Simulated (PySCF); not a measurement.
# C3H8B2: the cost of one run

Computed with PySCF 2.14.0, with density-fitted response routines of our own, on a single molecule in the gas phase. Atoms are numbered from 0 throughout.

### Step 1. The starting structure

13 atoms, charge 0, multiplicity 1; geometry from: GFN2-xTB. The atoms were then displaced at random by about 0.01 Å, so the start is not that level's minimum.

Bonds of the start (Å): B0–C1 1.56, C1–C2 1.36, C2–B3 1.55, C2–C4 1.49, B0–H5 1.14, B0–H6 1.17, C1–H7 1.10, B3–H8 1.16, B3–H9 1.18, C4–H10 1.11, C4–H11 1.07, C4–H12 1.10.

### Step 2. Geometry optimisation at PBE0-D3(BJ)/def2-SVP

The job: settings as JSON, then the geometry in Å.

```
{"job": {"xc": "PBE0", "basis": "def2-SVP", "d3": "d3bj", "grid": 1, "shake": 0.01, "kind": "geom"}, "charge": 0, "multiplicity": 1}
B      2.136610    -0.175880    -0.580110
C      0.823600     0.643550    -0.391500
C     -0.324610     0.072310     0.058490
B     -0.381010    -1.432360     0.427060
C     -1.565410     0.869700     0.252190
H      2.101460    -1.293200    -0.334590
H      3.107810     0.354700    -0.970910
H      0.807990     1.717700    -0.617760
H     -0.774920    -2.198960    -0.353440
H     -0.233010    -1.788340     1.540330
H     -1.870800     0.844610     1.319240
H     -2.370870     0.445890    -0.312340
H     -1.451030     1.923390    -0.046990
```

Run with:

```bash
$ OMP_NUM_THREADS=1 python probes_run.py task.json out
```

The driver reads the jobs from task.json and runs them one after another.

**Question.** How long does this first job take on 1 thread of Arm Neoverse V2, shared host, and how much memory does it need?

About 53 s, with a peak of 0.46 GiB.
